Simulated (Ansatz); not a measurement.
Working through a relaxation of the ions of KLuO₃, space group Pm-3m

With the Python package of Ansatz (0.2.0).

Contents of `kluo3.xyz`:
```text
5
Lattice="4.375635 0.0 0.0 0.0 4.375635 0.0 0.0 0.0 4.375635" Properties=species:S:1:pos:R:3 pbc="T T T"
K     0.00000000    0.00000000    0.00000000
Lu    2.18781750    2.18781750    2.18781750
O     2.18781750    2.18781750    0.00000000
O     2.18781750    0.00000000    2.18781750
O     0.00000000    2.18781750    2.18781750
```

At the Python prompt:
```pycon
>>> import ansatz
>>> import matplotlib.pyplot as plt
>>> import numpy as np
>>> structure = ansatz.Crystal.from_extxyz("kluo3.xyz")
>>> # a displaced start
>>> calc = (
...     structure.move(4, to=(0.00686, 0.49314, 0.50686)).calculation()
...     .functional("pbesol", dispersion="d3bjatm")
...     .basis(510)
...     .kpoints(mesh=(4, 4, 4), center="gamma")
...     .occupations("cold")
...     .relax(force_tolerance=0.05, max_steps=100)
...     .band_table()
... )
>>> steps = []
>>> def follow(event):
...     if event["event"] != "relax_step":
...         return
...     row = event["data"]
...     steps.append(row)
...     print(f"step {row['step']:3d}  E = {row['lagrangian_ev']:.5f} eV  largest force component = {row['allowed_force_max_ev_ang']:.4f} eV/A")
...
>>> res = calc.session().plan(threads=1).execute(on_event=follow)
step   1  E = -17812.48692 eV  largest force component = 0.2755 eV/A
step   2  E = -17812.49091 eV  largest force component = 0.1734 eV/A
step   3  E = -17812.49270 eV  largest force component = 0.0030 eV/A
>>> summary = res.report
>>> summary["kweights"]
[0.015625, 0.0625, 0.03125, 0.03125, 0.0625, 0.03125, 0.015625, 0.03125, 0.0625, 0.0625, 0.0625, 0.0625, 0.0625, 0.03125, 0.0625, 0.03125, 0.03125, 0.015625, 0.0625, 0.03125, 0.03125, 0.0625, 0.03125, 0.015625]
>>> summary["kpoints_frac"][:4]
[[0.0, 0.0, 0.0], [0.0, 0.0, 0.25], [0.0, 0.0, -0.5], [0.0, 0.25, 0.25]]
>>> [(site.symbol, site.position_frac.round(4).tolist()) for site in res.lattice.sites]
[(<Element.K: 'K'>, [0.0009, -0.0011, 0.0011]), (<Element.LU: 'Lu'>, [0.5013, 0.4986, 0.5014]), (<Element.O: 'O'>, [0.5016, 0.4987, 0.0014]), (<Element.O: 'O'>, [0.5016, -0.0014, 0.5013]), (<Element.O: 'O'>, [0.0014, 0.4984, 0.5016])]
>>> first, last = steps[0], steps[-1]
>>> symbols = [site.symbol for site in res.lattice.sites]
>>> print(f"energy gained {first['lagrangian_ev'] - last['lagrangian_ev']:.4f} eV in {len(steps) - 1} steps")
energy gained 0.0058 eV in 2 steps
>>> fig, (top, bottom) = plt.subplots(2, 1, sharex=True, figsize=(4.5, 4))
>>> top.plot([s["lagrangian_ev"] - last["lagrangian_ev"] for s in steps], "o-")
[<matplotlib.lines.Line2D object at 0x...>]
>>> top.set_ylabel("E - E(final) (eV)")
Text(0, 0.5, 'E - E(final) (eV)')
>>> bottom.semilogy([max(s["allowed_force_max_ev_ang"], 1e-6) for s in steps], "s-")
[<matplotlib.lines.Line2D object at 0x...>]
>>> bottom.set(xlabel="step", ylabel="largest force (eV/A)")
[Text(0.5, 0, 'step'), Text(0, 0.5, 'largest force (eV/A)')]
>>> fig.tight_layout()
>>> fig.savefig("relax.png", dpi=100)
>>> print("atom   start x y z (A)              end x y z (A)")
atom   start x y z (A)              end x y z (A)
>>> for symbol, a, b in zip(symbols, first["positions_ang"], last["positions_ang"]):
...     print(f"{symbol:3s}", " ".join(f"{v:8.4f}" for v in a), "  ", " ".join(f"{v:8.4f}" for v in b))
...
K     0.0000   0.0000   0.0000      0.0041  -0.0048   0.0048
Lu    2.1878   2.1878   2.1878      2.1937   2.1815   2.1941
O     2.1878   2.1878   0.0000      2.1948   2.1820   0.0062
O     2.1878   0.0000   2.1878      2.1948  -0.0062   2.1936
O     0.0300   2.1578   2.2178      0.0061   2.1808   2.1948
>>> energy = summary["free_energy_ev"]
>>> print("KLuO3: {:.6f} eV = {:.6f} Ry = {:.6f} Ha".format(energy, energy / 13.605693, energy / 27.211386))
KLuO3: -17812.492698 eV = -1309.194078 Ry = -654.597039 Ha
>>> print("Fermi level {:.4f} eV, {} k-points, {} symmetry operations".format(summary["fermi_energy_ev"], summary["n_kpoints"], summary["n_symmetry_ops"]))
Fermi level 5.3543 eV, 24 k-points, 2 symmetry operations
>>> fermi = summary["fermi_energy_ev"]
>>> print("levels less the Fermi level (eV) at the first k-points (first spin channel where there are two)")
levels less the Fermi level (eV) at the first k-points (first spin channel where there are two)
>>> for k, levels in list(zip(summary["kpoints_frac"], summary["eigenvalues_ev"]))[:4]:
...     print("k = ({:.3f}, {:.3f}, {:.3f})".format(*k))
...     print("   ", " ".join(f"{e - fermi:.3f}" for e in levels))
...
k = (0.000, 0.000, 0.000)
    -53.085 -27.168 -23.834 -23.834 -23.834 -15.932 -15.490 -15.490 -10.727 -10.727 -10.727 -2.466 -2.466 -2.466 -2.257 -2.257 -2.257 -2.117 -1.214 -1.214 -1.214 -0.254 -0.254 -0.254 0.280 0.280 0.280 5.442 6.116 6.116 6.116 8.002
k = (0.000, 0.000, 0.250)
    -53.085 -27.166 -23.927 -23.832 -23.832 -15.846 -15.485 -15.227 -10.721 -10.721 -10.711 -2.518 -2.461 -2.461 -2.268 -2.235 -2.235 -2.118 -1.741 -1.193 -1.193 -0.573 -0.541 -0.541 -0.375 0.190 0.190 6.262 6.331 6.909 6.909 8.409
k = (0.000, 0.000, -0.500)
    -53.085 -27.164 -24.016 -23.830 -23.830 -15.826 -15.481 -14.876 -10.714 -10.714 -10.695 -2.784 -2.456 -2.456 -2.284 -2.281 -2.209 -2.209 -2.119 -1.034 -1.034 -0.993 -0.975 -0.975 -0.487 0.144 0.144 6.430 7.829 7.829 7.898 8.026
k = (0.000, 0.250, 0.250)
    -53.085 -27.164 -23.926 -23.925 -23.830 -15.719 -15.280 -15.196 -10.737 -10.713 -10.704 -2.559 -2.472 -2.455 -2.269 -2.231 -2.209 -2.118 -1.926 -1.530 -1.270 -1.194 -0.723 -0.511 -0.398 -0.071 0.016 6.963 7.054 7.057 7.522 8.840
```

Reading the output:
- Absolute energies stand on the zero of these potentials, so only differences at equal settings mean something. A total without «per atom» is that of the cell as typed.
- Dispersion corrections can be off by several per cent in the lattices of metals, and by several GPa in the pressure at a fixed cell.
- The mesh is modest for a metal, so energies can be off by several to tens of meV an atom and pressures by half a GPa or more; differences at equal mesh fare better.
- The zero of the levels is a convention of the potentials, so an absolute Fermi energy is no work function.
- Energies along a relaxation are free energies. A last row that repeats the one before re-solves the same geometry more tightly.
- This cell is a computed structure, which may not be the phase found in nature.
- Levels are Kohn-Sham eigenvalues on this mesh, without spin-orbit coupling.
- The whole script took 9.9 s on 1 thread of AMD EPYC 9R45 96-Core Processor (Zen 5) (shared host), peak memory 0.53 GiB.

(Lines on the test bed's own set-up are left out of the output.)
